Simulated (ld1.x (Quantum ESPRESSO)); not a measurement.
# Pseudopotential generation for Ga: TM, PBE

Do these settings give a usable potential? It is generated, then checked for transferability, scattering, ghosts and hardness.

Method: ld1.x (Quantum ESPRESSO) 7.5, PBE, scalar-relativistic.

## (1) Settings

Typed settings, in words:

* element: gallium (Ga, Z = 31)
* type: norm-conserving Troullier–Martins (Kleinman–Bylander form)
* frozen core: [Ar] 3d10
* valence charge: 3
* reference configuration: 4s2 4p1
* partial waves: 4s (bound): rc 1.80 bohr; 4d channel at 0.05 Ry: rc 2.55 bohr; 4p (bound): rc 2.45 bohr
* local potential: the p channel
* core correction: a·sin(br)/r model core inside 1.60 bohr

The outer shells as boxes (Hund's rule for the drawing; the calculation is spin-unpolarised):

```
[Ar] core
3d [↑↓][↑↓][↑↓][↑↓][↑↓]
4s [↑↓]
4p [↑ ][  ][  ]
```

An earlier all-electron run gives the scale for the radii.

All-electron outer shells of the reference configuration (PBE, scalar-relativistic, ld1.x):

```csv
shell,level (eV),outermost node (bohr),outermost maximum (bohr)
3p,-98.86,0.24,0.56
3d,-19.15,–,0.53
4s,-8.95,0.81,1.90
4p,-2.58,0.87,2.53
```

## (2) Generation

Input file Ga.in:

```
 &input
   title='Ga', zed=31., rel=1, dft='PBE', iswitch=3,
   config='[Ar] 3d10 4s2 4p1 4d-2',
   nld=3, rlderiv=2.75, eminld=-3.0, emaxld=5.0, deld=0.02
 /
 &inputp
   pseudotype=2, tm=.true., lloc=1,
   nlcc=.true., rcore=1.60,
   file_pseudopw='Ga.UPF', file_wfcaegen='ae.wfc', file_wfcncgen='nc.wfc', file_beta='beta', file_chi='chi'
 /
3
4S  1  0   2.00   0.00  1.80  1.80  0.0
4D  3  2  -2.00   0.05  2.55  2.55  0.0
4P  2  1   1.00   0.00  2.45  2.45  0.0
 &test
   configts(1)='4s2 4p1'
 /
```

Run with:

```console
$ ld1.x < Ga.in > Ga.out
```

The output, Ga.out (without the banner and most projector matrices):

```text
     Program LD1 v.7.5
     --------------------------- All-electron run ----------------------------

     Ga
     scalar relativistic calculation

     atomic number is 31.00
     dft =PBE   lsd =0 sic =0 latt =0  beta=0.20 tr2=1.0E-14
     Exchange-correlation= PBE
                           (   1   4   3   4   0   0   0)
     mesh =1205 r(mesh) = 101.09016 a.u. xmin = -7.00 dx = 0.01250
     1 Ry =  13.60569312 eV, c = 137.03599908

     n l     nl                  e(Ry)          e(Ha)          e(eV)
     1 0     1S 1( 2.00)      -751.8885      -375.9443    -10229.9645
     2 0     2S 1( 2.00)       -92.7792       -46.3896     -1262.3250
     2 1     2P 1( 6.00)       -80.7630       -40.3815     -1098.8366
     3 0     3S 1( 2.00)       -10.8870        -5.4435      -148.1258
     3 1     3P 1( 6.00)        -7.2660        -3.6330       -98.8592
     3 2     3D 1(10.00)        -1.4078        -0.7039       -19.1544
     4 0     4S 1( 2.00)        -0.6577        -0.3288        -8.9483
     4 1     4P 1( 1.00)        -0.1896        -0.0948        -2.5791

     final scf error:  1.8E-15 reached in  28 iterations

     Etot =   -3887.879138 Ry,   -1943.939569 Ha,  -52897.290452 eV

     Ekin =    3953.977613 Ry,    1976.988806 Ha,   53796.606017 eV
     Encl =   -9369.232565 Ry,   -4684.616282 Ha, -127474.903073 eV
     Eh   =    1678.315257 Ry,     839.157629 Ha,   22834.642352 eV
     Exc  =    -150.939443 Ry,     -75.469722 Ha,   -2053.635748 eV

     normalization and overlap integrals

     s(1S/1S) =  1.000000  <r> =   0.0486  <r2> =    0.0032  r(max) =   0.0319
     s(2S/2S) =  1.000000  <r> =   0.2178  <r2> =    0.0560  r(max) =   0.1833
     s(2P/2P) =  1.000000  <r> =   0.1907  <r2> =    0.0446  r(max) =   0.1464
     s(3S/3S) =  1.000000  <r> =   0.6518  <r2> =    0.4906  r(max) =   0.5647
     s(3P/3P) =  1.000000  <r> =   0.6791  <r2> =    0.5442  r(max) =   0.5647
     s(3D/3D) =  1.000000  <r> =   0.8106  <r2> =    0.8629  r(max) =   0.5305
     s(4S/4S) =  1.000000  <r> =   2.3423  <r2> =    6.3902  r(max) =   1.8984
     s(4P/4P) =  1.000000  <r> =   3.4262  <r2> =   14.2371  r(max) =   2.5307

     ------------------------ End of All-electron run ------------------------

     --------------------- Generating NC pseudopotential ---------------------

      Generating local pot.: lloc=1, matching radius rcloc =   2.4500

      Computing core charge for nlcc:

       r > 1.61 : true rho core
       r < 1.61 : rho core = a sin(br)/r    a=   2.28  b=   1.65

      Integrated core pseudo-charge :   3.00

      Wfc   4S  rcut= 1.806  Using Troullier-Martins method

      Wfc   4D  rcut= 2.563  Using Troullier-Martins method

     ------------------- End of pseudopotential generation -------------------

     [... the all-electron block is printed once more ...]


     Computing logarithmic derivative in   2.74500
     Computing logarithmic derivative in   2.74500
     Computing the partial wave expansion
     R is outside the sphere for l=    0 j= 0.00
       no projector for channel:   1
     R is outside the sphere for l=    2 j= 0.00

     ---------------------- Testing the pseudopotential ----------------------

     Ga
     scalar relativistic calculation

     atomic number is 31.00   valence charge is  3.00
     dft =PBE   lsd =0 sic =0 latt =0  beta=0.20 tr2=1.0E-14
     mesh =1205 r(mesh) = 101.09016 xmin = -7.00 dx = 0.01250

     n l     nl             e AE (Ry)        e PS (Ry)    De AE-PS (Ry)
     1 0     4S   1( 2.00)       -0.65769       -0.65769        0.00000
     2 1     4P   1( 1.00)       -0.18956       -0.18956        0.00000

     eps = 7.5E-15  iter =  7

     Etot =   -3887.879138 Ry,   -1943.939569 Ha,  -52897.290452 eV
     Etotps =    -6.825116 Ry,      -3.412558 Ha,     -92.860437 eV

     Ekin =       1.456423 Ry,       0.728212 Ha,      19.815646 eV
     Encl =      -7.117435 Ry,      -3.558718 Ha,     -96.837639 eV
     Ehrt =       3.051382 Ry,       1.525691 Ha,      41.516173 eV
     Ecxc =      -4.192788 Ry,      -2.096394 Ha,     -57.045788 eV
     (Ecc =      -2.509007 Ry,      -1.254504 Ha,     -34.136783 eV)
     Epseu=      -0.022699 Ry,      -0.011349 Ha,      -0.308830 eV

     ---------------------- End of pseudopotential test ----------------------
```

Wall time 1.6 s (1 thread of Neoverse-N1, shared host). (Generation and the later configuration tests together.)

Partial waves on a coarse radial grid (AE all-electron, PS pseudo):

```
r (bohr)    4p AE   4p PS
   0.128   0.1196  0.0034
   0.255  -0.0305  0.0136
   0.382  -0.1710  0.0304
   0.510  -0.2057  0.0538
   0.638  -0.1610  0.0835
   0.765  -0.0779  0.1188
   0.893   0.0185  0.1595
   1.020   0.1130  0.2043
   1.148   0.2003  0.2524
   1.275   0.2764  0.3017
   1.402   0.3417  0.3507
   1.530   0.3967  0.3975
   1.658   0.4419  0.4398
   1.785   0.4780  0.4758
   1.912   0.5063  0.5050
   2.040   0.5278  0.5273
   2.168   0.5432  0.5431
   2.295   0.5532  0.5532
   2.422   0.5587  0.5587
   2.550   0.5602  0.5602
   2.678   0.5583  0.5583
   2.805   0.5536  0.5536
   2.932   0.5465  0.5465
   3.060   0.5374  0.5374
   3.188   0.5267  0.5267
   3.315   0.5148  0.5148
```

## (3) Configuration tests

Input file Ga.test.in:

```
 &input
   title='Ga', zed=31., rel=1, dft='PBE', iswitch=2,
   config='[Ar] 3d10 4s2 4p1 4d-2'
 /
 &test
   file_pseudo='Ga.UPF', nconf=8,
   configts(1)='4s2 4p1',
   configts(2)='4s2 4p0',
   configts(3)='4s1 4p0',
   configts(4)='4s2 4p0.5',
   configts(5)='4s2 4p1.3',
   configts(6)='4s1 4p1',
   configts(7)='4s1 4p2',
   configts(8)='4s0 4p3'
 /
```

Run with:

```console
$ ld1.x < Ga.test.in > Ga.test.out
```

Ga.test.out, the pseudopotential blocks:

```text
     ---------------------- Testing the pseudopotential ----------------------

     Ga
     scalar relativistic calculation

     atomic number is 31.00   valence charge is  3.00
     dft =PBE   lsd =0 sic =0 latt =0  beta=0.20 tr2=1.0E-14
     mesh =1205 r(mesh) = 101.09016 xmin = -7.00 dx = 0.01250

     n l     nl             e AE (Ry)        e PS (Ry)    De AE-PS (Ry)
     1 0     4S   1( 2.00)       -0.65769       -0.65769        0.00000
     2 1     4P   1( 1.00)       -0.18956       -0.18956        0.00000

     eps = 4.0E-15  iter =  7

     Etot =   -3887.879138 Ry,   -1943.939569 Ha,  -52897.290452 eV
     Etotps =    -6.825116 Ry,      -3.412558 Ha,     -92.860436 eV

     Ekin =       1.456423 Ry,       0.728212 Ha,      19.815647 eV
     Encl =      -7.117435 Ry,      -3.558718 Ha,     -96.837638 eV
     Ehrt =       3.051382 Ry,       1.525691 Ha,      41.516173 eV
     Ecxc =      -4.192788 Ry,      -2.096394 Ha,     -57.045788 eV
     (Ecc =      -2.509007 Ry,      -1.254504 Ha,     -34.136783 eV)
     Epseu=      -0.022699 Ry,      -0.011349 Ha,      -0.308830 eV

     ---------------------- End of pseudopotential test ----------------------

     ---------------------- Testing the pseudopotential ----------------------

     Ga
     scalar relativistic calculation

     atomic number is 31.00   valence charge is  3.00
     dft =PBE   lsd =0 sic =0 latt =0  beta=0.20 tr2=1.0E-14
     mesh =1205 r(mesh) = 101.09016 xmin = -7.00 dx = 0.01250

     n l     nl             e AE (Ry)        e PS (Ry)    De AE-PS (Ry)
     1 0     4S   1( 2.00)       -1.20034       -1.20499        0.00464
     2 1     4P   1( 0.00)       -0.66647       -0.66938        0.00290

     eps = 6.2E-15  iter =  7

     Etot =   -3887.461073 Ry,   -1943.730537 Ha,  -52891.602393 eV
     Etotps =    -6.406043 Ry,      -3.203021 Ha,     -87.158651 eV
     dEtot_ae =       0.418065 Ry
     dEtot_ps =       0.419073 Ry,   Delta E=      -0.001009 Ry

     Ekin =       1.067367 Ry,       0.533684 Ha,      14.522273 eV
     Encl =      -5.262230 Ry,      -2.631115 Ha,     -71.596289 eV
     Ehrt =       1.626622 Ry,       0.813311 Ha,      22.131326 eV
     Ecxc =      -3.810257 Ry,      -1.905128 Ha,     -51.841182 eV
     (Ecc =      -2.509007 Ry,      -1.254504 Ha,     -34.136783 eV)
     Epseu=      -0.027546 Ry,      -0.013773 Ha,      -0.374779 eV

     ---------------------- End of pseudopotential test ----------------------

     ---------------------- Testing the pseudopotential ----------------------

     Ga
     scalar relativistic calculation

     atomic number is 31.00   valence charge is  3.00
     dft =PBE   lsd =0 sic =0 latt =0  beta=0.20 tr2=1.0E-14
     mesh =1205 r(mesh) = 101.09016 xmin = -7.00 dx = 0.01250

     n l     nl             e AE (Ry)        e PS (Ry)    De AE-PS (Ry)
     1 0     4S   1( 1.00)       -1.91606       -1.93853        0.02247  !
     2 1     4P   1( 0.00)       -1.30377       -1.32108        0.01731  !

     eps = 4.6E-15  iter =  4

     Etot =   -3885.908206 Ry,   -1942.954103 Ha,  -52870.474558 eV
     Etotps =    -4.840035 Ry,      -2.420017 Ha,     -65.852030 eV
     dEtot_ae =       1.970932 Ry
     dEtot_ps =       1.985081 Ry,   Delta E=      -0.014149 Ry

     Ekin =       0.637206 Ry,       0.318603 Ha,       8.669631 eV
     Encl =      -2.718199 Ry,      -1.359099 Ha,     -36.982978 eV
     Ehrt =       0.433728 Ry,       0.216864 Ha,       5.901166 eV
     Ecxc =      -3.173049 Ry,      -1.586525 Ha,     -43.171535 eV
     (Ecc =      -2.509007 Ry,      -1.254504 Ha,     -34.136783 eV)
     Epseu=      -0.019721 Ry,      -0.009860 Ha,      -0.268314 eV

     ---------------------- End of pseudopotential test ----------------------

     ---------------------- Testing the pseudopotential ----------------------

     Ga
     scalar relativistic calculation

     atomic number is 31.00   valence charge is  3.00
     dft =PBE   lsd =0 sic =0 latt =0  beta=0.20 tr2=1.0E-14
     mesh =1205 r(mesh) = 101.09016 xmin = -7.00 dx = 0.01250

     n l     nl             e AE (Ry)        e PS (Ry)    De AE-PS (Ry)
     1 0     4S   1( 2.00)       -0.91338       -0.91475        0.00137
     2 1     4P   1( 0.50)       -0.41320       -0.41391        0.00071

     eps = 2.3E-15  iter =  6

     Etot =   -3887.729917 Ry,   -1943.864958 Ha,  -52895.260192 eV
     Etotps =    -6.675745 Ry,      -3.337872 Ha,     -90.828135 eV
     dEtot_ae =       0.149221 Ry
     dEtot_ps =       0.149371 Ry,   Delta E=      -0.000150 Ry

     Ekin =       1.302062 Ry,       0.651031 Ha,      17.715451 eV
     Encl =      -6.257058 Ry,      -3.128529 Ha,     -85.131614 eV
     Ehrt =       2.321499 Ry,       1.160749 Ha,      31.585603 eV
     Ecxc =      -4.017566 Ry,      -2.008783 Ha,     -54.661771 eV
     (Ecc =      -2.509007 Ry,      -1.254504 Ha,     -34.136783 eV)
     Epseu=      -0.024681 Ry,      -0.012341 Ha,      -0.335804 eV

     ---------------------- End of pseudopotential test ----------------------

     ---------------------- Testing the pseudopotential ----------------------

     Ga
     scalar relativistic calculation

     atomic number is 31.00   valence charge is  3.00
     dft =PBE   lsd =0 sic =0 latt =0  beta=0.20 tr2=1.0E-14
     mesh =1205 r(mesh) = 101.09016 xmin = -7.00 dx = 0.01250

     n l     nl             e AE (Ry)        e PS (Ry)    De AE-PS (Ry)
     1 0     4S   1( 2.00)       -0.52577       -0.52554       -0.00022
     2 1     4P   1( 1.30)       -0.07511       -0.07506       -0.00005

     eps = 3.9E-15  iter = 13

     Etot =   -3887.918382 Ry,   -1943.959191 Ha,  -52897.824395 eV
     Etotps =    -6.864351 Ry,      -3.432175 Ha,     -93.394253 eV
     dEtot_ae =      -0.039244 Ry
     dEtot_ps =      -0.039235 Ry,   Delta E=      -0.000009 Ry

     Ekin =       1.509242 Ry,       0.754621 Ha,      20.534288 eV
     Encl =      -7.547088 Ry,      -3.773544 Ha,    -102.683359 eV
     Ehrt =       3.472011 Ry,       1.736005 Ha,      47.239112 eV
     Ecxc =      -4.276566 Ry,      -2.138283 Ha,     -58.185650 eV
     (Ecc =      -2.509007 Ry,      -1.254504 Ha,     -34.136783 eV)
     Epseu=      -0.021950 Ry,      -0.010975 Ha,      -0.298643 eV

     ---------------------- End of pseudopotential test ----------------------

     ---------------------- Testing the pseudopotential ----------------------

     Ga
     scalar relativistic calculation

     atomic number is 31.00   valence charge is  3.00
     dft =PBE   lsd =0 sic =0 latt =0  beta=0.20 tr2=1.0E-14
     mesh =1205 r(mesh) = 101.09016 xmin = -7.00 dx = 0.01250

     n l     nl             e AE (Ry)        e PS (Ry)    De AE-PS (Ry)
     1 0     4S   1( 1.00)       -1.28054       -1.28909        0.00855  !
     2 1     4P   1( 1.00)       -0.73071       -0.73571        0.00500

     eps = 1.9E-15  iter =  7

     Etot =   -3886.919219 Ry,   -1943.459609 Ha,  -52884.230082 eV
     Etotps =    -5.861432 Ry,      -2.930716 Ha,     -79.748846 eV
     dEtot_ae =       0.959920 Ry
     dEtot_ps =       0.963684 Ry,   Delta E=      -0.003765 Ry

     Ekin =       1.302968 Ry,       0.651484 Ha,      17.727777 eV
     Encl =      -4.955900 Ry,      -2.477950 Ha,     -67.428460 eV
     Ehrt =       1.459884 Ry,       0.729942 Ha,      19.862736 eV
     Ecxc =      -3.652947 Ry,      -1.826474 Ha,     -49.700878 eV
     (Ecc =      -2.509007 Ry,      -1.254504 Ha,     -34.136783 eV)
     Epseu=      -0.015436 Ry,      -0.007718 Ha,      -0.210022 eV

     ---------------------- End of pseudopotential test ----------------------

     ---------------------- Testing the pseudopotential ----------------------

     Ga
     scalar relativistic calculation

     atomic number is 31.00   valence charge is  3.00
     dft =PBE   lsd =0 sic =0 latt =0  beta=0.20 tr2=1.0E-14
     mesh =1205 r(mesh) = 101.09016 xmin = -7.00 dx = 0.01250

     n l     nl             e AE (Ry)        e PS (Ry)    De AE-PS (Ry)
     1 0     4S   1( 1.00)       -0.73819       -0.74128        0.00310
     2 1     4P   1( 2.00)       -0.24611       -0.24689        0.00078

     eps = 7.6E-16  iter = 10

     Etot =   -3887.398627 Ry,   -1943.699314 Ha,  -52890.752772 eV
     Etotps =    -6.343342 Ry,      -3.171671 Ha,     -86.305570 eV
     dEtot_ae =       0.480511 Ry
     dEtot_ps =       0.481774 Ry,   Delta E=      -0.001263 Ry

     Ekin =       1.665236 Ry,       0.832618 Ha,      22.656694 eV
     Encl =      -6.786026 Ry,      -3.393013 Ha,     -92.328585 eV
     Ehrt =       2.834414 Ry,       1.417207 Ha,      38.564170 eV
     Ecxc =      -4.043952 Ry,      -2.021976 Ha,     -55.020767 eV
     (Ecc =      -2.509007 Ry,      -1.254504 Ha,     -34.136783 eV)
     Epseu=      -0.013015 Ry,      -0.006508 Ha,      -0.177083 eV

     ---------------------- End of pseudopotential test ----------------------

     ---------------------- Testing the pseudopotential ----------------------

     Ga
     scalar relativistic calculation

     atomic number is 31.00   valence charge is  3.00
     dft =PBE   lsd =0 sic =0 latt =0  beta=0.20 tr2=1.0E-14
     mesh =1205 r(mesh) = 101.09016 xmin = -7.00 dx = 0.01250

     n l     nl             e AE (Ry)        e PS (Ry)    De AE-PS (Ry)
     1 0     4S   1( 0.00)       -0.80735       -0.81264        0.00529  !
     2 1     4P   1( 3.00)       -0.29537       -0.29678        0.00141

     eps = 2.5E-15  iter = 10

     Etot =   -3886.896388 Ry,   -1943.448194 Ha,  -52883.919461 eV
     Etotps =    -5.837894 Ry,      -2.918947 Ha,     -79.428590 eV
     dEtot_ae =       0.982750 Ry
     dEtot_ps =       0.987222 Ry,   Delta E=      -0.004473 Ry

     Ekin =       1.909356 Ry,       0.954678 Ha,      25.978107 eV
     Encl =      -6.507033 Ry,      -3.253516 Ha,     -88.532689 eV
     Ehrt =       2.678278 Ry,       1.339139 Ha,      36.439829 eV
     Ecxc =      -3.918495 Ry,      -1.959247 Ha,     -53.313837 eV
     (Ecc =      -2.509007 Ry,      -1.254504 Ha,     -34.136783 eV)

     ---------------------- End of pseudopotential test ----------------------
```

The tests as a table, with energies relative to 4s2 4p1.

| valence configuration | charge | ΔE all-electron (eV) | error AE − PS (meV) |
| --- | --- | --- | --- |
| 4s2 4p0 | +1 | 5.688 | -14 |
| 4s1 4p0 | +2 | 26.816 | -193 |
| 4s2 4p0.5 | +0.5 | 2.030 | -2.0 |
| 4s2 4p1.3 | -0.3 | -0.534 | -0.1 |
| 4s1 4p1 | +1 | 13.060 | -51 |
| 4s1 4p2 | 0 | 6.538 | -17 |
| 4s0 4p3 | 0 | 13.371 | -61 |

## (4) Scattering by logarithmic derivatives

Taken from the files of the generation run. The phase is arctan(r·u′/u) with u = r·R, unwrapped, with energies in Ry. A pole is an energy at which the radial function vanishes at the test radius. The pseudo phase is shifted by a multiple of π to meet the all-electron one at the reference energy. Levels narrower than the energy grid can be missing from the poles. The last column is the largest difference on the grid between −1 and +1 Ry.

```tsv
channel	radius (bohr)	reference (Ry)	poles AE	poles PS	window around the reference with phases within 0.05 rad (Ry)	largest difference near zero (rad)
s	2.75	-0.66	0.23	0.25	below 2.0	0.008
p	2.75	-0.19	1.26	1.23	below 2.8	0.004
d	2.75	0.05	-1.38, 3.11	2.98	-1.2 to 0.7	0.074
```

Phases (rad) along the scan:

```
E (Ry)    d AE    d PS    s AE    s PS
 -3.00   1.365  -1.767   1.316   1.317
 -2.52   1.345  -1.782   1.276   1.277
 -2.04   1.317  -1.801   1.210   1.211
 -1.56   1.219  -1.827   1.067   1.069
 -1.08  -1.833  -1.862   0.546   0.549
 -0.60  -1.909  -1.916  -1.006  -1.006
 -0.12  -2.009  -2.010  -1.455  -1.454
  0.36  -2.212  -2.216  -1.599  -1.595
  0.84  -2.790  -2.864  -1.686  -1.678
  1.32  -3.896  -4.019  -1.764  -1.749
  1.80  -4.385  -4.447  -1.863  -1.831
  2.28  -4.567  -4.603  -2.032  -1.952
  2.76  -4.663  -4.686  -2.457  -2.187
  3.24  -4.729  -4.740  -3.530  -2.794
  3.72  -4.785  -4.783  -4.201  -3.774
  4.20  -4.844  -4.822  -4.430  -4.236
  4.68  -4.920  -4.860  -4.536  -4.421
```

## (5) Plane-wave convergence, by spherical Bessel functions

A separate test, outside the generator: the pseudo-atom's Hamiltonian at the reference potential is diagonalised in spherical Bessel functions j_l(qr) that vanish at 20 bohr, with q² up to the cutoff.

All-electron valence levels (Ry): 4s -0.6577, 4p -0.1896. The lowest levels of each channel (Ry) by cutoff; the last column sums, over occupied levels, occupation times the distance from the level at 400 Ry. A positive value at high cutoff is not a bound level.

```
cutoff (Ry)      s #1     s #2       d #1     p #1    f #1  Σ f·Δε (mRy)
          8  -16.6766  -0.6240   -10.6944  -0.1878  0.1018          69.1
         10  -21.1911  -0.6437   -35.3513  -0.1884  0.1018          29.2
         15  -26.0840  -0.6534  -118.4541  -0.1895  0.1018           8.6
         18  -26.5661  -0.6536  -172.2764  -0.1895  0.1018           8.1
         25  -27.1127  -0.6549  -199.0128  -0.1895  0.1018           5.6
         30  -28.5709  -0.6564  -201.1318  -0.1895  0.1018           2.7
         35  -30.0101  -0.6573  -201.1647  -0.1896  0.1018           0.9
         40  -30.6750  -0.6575  -201.1704  -0.1896  0.1018           0.3
         45  -30.7650  -0.6576  -201.2097  -0.1896  0.1018           0.3
        400  -31.0930  -0.6577  -201.6346  -0.1896  0.1018           0.0
```

The sum stays within 10 mRy from 15 Ry and within 1 mRy from 35 Ry. The sum leaves out empty levels, which can need more. Ghost test: ghost states, bound below the all-electron valence or empty levels of the same l: d at -2743.4 eV, s at -423.0 eV.

## (6) Outcome

| quantity | value |
| --- | --- |
| cutoffs for 10 and 1 mRy, occupied levels | 15 Ry and 35 Ry |
| bound ghosts | d at -2743.38 eV, s at -423.04 eV |
| largest test error (AE − PS) | -193 meV, for 4s1 4p0 |
| largest phase difference near zero energy, channels read | 0.074 rad |

What this shows: It has a bound ghost (d, s), a state that the atom doesn't have, and that rules the file out. The worst unpolarised test, 4s1 4p0, is off by 193 meV on 26.8 eV; by total energies transferability rates as poor. The potential is soft on the atom at that tolerance: the looser tolerance needs 15 Ry. The slowest occupied level is 4s: taken alone it needs 35 Ry to come within 1 mRy, against 12 Ry for 4p. Of the channels read, d scatters worst near zero energy, by up to 0.07 rad. All of this concerns the isolated atom, not yet a solid.
